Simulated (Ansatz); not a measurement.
NaLaMnMoO6:

```
CELL_PARAMETERS angstrom
-2.72294 2.72294 3.89889
2.72294 -2.72294 3.89889
2.72294 2.72294 -3.89889
ATOMIC_POSITIONS crystal
Na 0.25000 0.75000 0.50000
La 0.75000 0.25000 0.50000
Mn 0.50000 0.50000 0.00000
Mo 0.00000 0.00000 0.00000
O 0.20766 0.29607 0.50371
O 0.29605 0.79234 0.08841
O 0.79236 0.70395 0.49629
O 0.70393 0.20764 0.91159
O 0.25194 0.25194 0.00000
O 0.74806 0.74806 0.00000
```

The cell was built by a generator and needn't be a form met in nature.

Base run:

```yaml
Program: Ansatz 0.2.0
Functional: PBEsol
Potentials_or_basis: Ansatz PAW
Cutoff: "420 eV (not typed: the program's choice for these potentials)"
k_mesh: 7 × 7 × 7
Occupations: fermi-dirac, width 0.05 eV
Spin: collinear spin, ferromagnetic start
Starting_moments: "[0.0, 0.0, 4.0, 1.0, 0.0, 0.0, 0.0, 0.0, 0.0, 0.0] μB"
```

Its results: band gap on the k mesh none (metal or under the smearing width); pressure -6.3 GPa; net moment 2.05 μB per cell; site moments Na +0.00; La -0.01; Mn +2.24; Mo -0.33; O +0.01 μB; largest force 0.160 eV/Å.

Q: After a change of settings the same cell gave: band gap on the k mesh none (metal or under the smearing width); pressure 0.3 GPa; net moment 1.96 μB per cell; site moments Na +0.00; La -0.01; Mn +2.24; Mo -0.37; O +0.01 μB; largest force 0.083 eV/Å. Which change was it?
A. functional from PBEsol to r2SCAN0; cutoff from 420 eV (not typed: the program's choice for these potentials) to 500 eV (not typed: the program's choice for these potentials); k mesh from 7 × 7 × 7 to 3 × 3 × 3
B. functional from PBEsol to PBE
C. functional from PBEsol to r2SCAN; cutoff from 420 eV (not typed: the program's choice for these potentials) to 500 eV (not typed: the program's choice for these potentials)
D. functional from PBEsol to revPBE

A: B.

PBE binds less tightly than PBEsol, so the same cell stands under more pressure.

Caveats: a cell with one magnetic atom can't hold antiferromagnetic order, which such compounds often take; semilocal functionals often make such compounds metallic where correlation or magnetic order opens a gap, which also shifts bond lengths; the starting moments weren't kept; spin-orbit coupling is left out, which moves the levels of the heavy elements (some runs); the PAW data sets come from PBE, with cores solved anew for the run's functional, which leaves a small shift of forces and pressure (some runs).
